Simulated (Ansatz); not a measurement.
## CH₅BS₂, SMILES CB(S)S: an atomisation energy, step by step

Computed with the Ansatz DFT code, driven from Python.

Notebook, run cell by cell (the value of a cell's last expression is shown):

**Cell 1**
```python
from collections import Counter
from dataclasses import dataclass

import ansatz as az
```

**Cell 2**
```python
@dataclass(frozen=True)
class RunConfig:
    basis_set: str = "def2-SVP"
    functional: str = "pbe"


settings = RunConfig()
```

**Cell 3**
```python
def total_energy(molecule, charge=0, unpaired=0):
    calc = molecule.calculation().basis(gaussian=settings.basis_set).functional(settings.functional)
    if charge:
        calc = calc.charge(charge)
    if unpaired:
        calc = calc.spin("collinear", total=unpaired)
    report = calc.run().report
    if report["published_state_doubts"]:
        print("  doubts:", report["published_state_doubts"])
    return report["free_energy_ev"]
```

**Cell 4**
```python
ch5bs2 = (
    az.Crystal.molecule()
    .atom("C", [0.1656, 0.7319, -0.869])
    .atom("B", [-0.0566, -0.2758, 0.2966])
    .atom("S", [1.2611, -1.5451, 0.607])
    .atom("S", [-1.5223, -0.2407, 1.3714])
    .atom("H", [1.0301, 1.3779, -0.7222])
    .atom("H", [0.2157, 0.2524, -1.8461])
    .atom("H", [-0.7399, 1.4483, -0.9212])
    .atom("H", [0.7369, -2.4541, -0.2637])
    .atom("H", [-1.002, 0.6589, 2.3302])
)
```

**Cell 5**
```python
# unpaired electrons of the ground-state atoms
unpaired = {"C": 2, "B": 1, "S": 2, "H": 1}
counts = Counter(site.symbol for site in ch5bs2.cartesian_sites)
atom_energy = {s: total_energy(az.Crystal.molecule().atom(s, (0, 0, 0)), 0, unpaired[s]) for s in counts}
whole = total_energy(ch5bs2, 0, 0)
for s, e in atom_energy.items():
    print(f"{s:2s} x{counts[s]}  {e:14.5f} eV")
print(f"CH5BS2: {whole:.5f} eV")
split = sum(counts[s] * e for s, e in atom_energy.items()) - whole
print(f"atomisation energy (no zero-point term): {96.485332 * split:.1f} kJ/mol, {split / sum(counts.values()):.3f} eV an atom")
```
Output:
```text
C  x1     -1027.26350 eV
B  x1      -668.89754 eV
S  x2    -10824.70649 eV
H  x5       -13.56840 eV
CH5BS2: -23445.88063 eV
atomisation energy (no zero-point term): 3132.4 kJ/mol, 3.607 eV an atom
```

3132.4 kJ/mol from the electronic energies, without the zero-point term.

Total energies depend on the basis set; only differences at equal settings carry meaning. The geometry is a force-field or estimated start, not a minimum of this method, and the basis set is short of its limit. All parts are taken at fixed geometry, without zero-point energy. This functional overbinds, so such energies come out a few per cent too high (LDA far more). Run time: 1.9 s on 1 thread of Intel(R) Xeon(R) Platinum 8488C (Sapphire Rapids), on a shared host, peak memory 0.19 GiB.

(Lines on the test bed's own set-up are left out of the output.)
